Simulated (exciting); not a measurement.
Ce under changes of volume

One of the cells (35.058 Å³/atom); the others are scaled copies at fixed shape and fractional positions:

```
Ce
1.0
     0.00000    2.59769    2.59769
     2.59769    0.00000    2.59769
     2.59769    2.59769    0.00000
Ce
1
Direct
  0.00000 0.00000 0.00000
```

| Quantity | Value |
| --- | --- |
| Program | exciting (release sodium) |
| Functional | PBE |
| Potentials or basis | all-electron LAPW+lo, shipped species files, valence relativity iora* |
| rgkmax | 9.5 |
| k mesh | 9 × 9 × 9 |
| Occupations | fermi-dirac, width 0.05 eV |
| Spin | collinear spin, ferromagnetic start |

```csv
volume (Å³/atom),energy over the lowest point (meV/atom),moment (μB per cell)
32.996,0.00,0.37
33.684,?,?
34.371,46.38,0.80
35.058,68.43,0.91
35.746,91.55,1.01
36.433,113.90,1.10
```

Q: What does the run at 33.684 Å³/atom give?

A: Energy over the lowest point 22.60 meV/atom; moment 0.65 μB per cell.

Worked out: A Birch-Murnaghan fit of order 3 (a polynomial in V^(-2/3)) to the other rows has no minimum within the range. It gives 23.42 meV/atom at 33.684 Å³/atom, against the run's 22.60. A parabola through the other rows of the moment, of slope 0.293 μB per Å³/atom there, gives 0.60 μB, against the run's 0.65.

Energies are extrapolated to zero smearing.

Caveats: the magnetic or orbital state may not be the lowest; the free energy is that total less TS from the occupations.
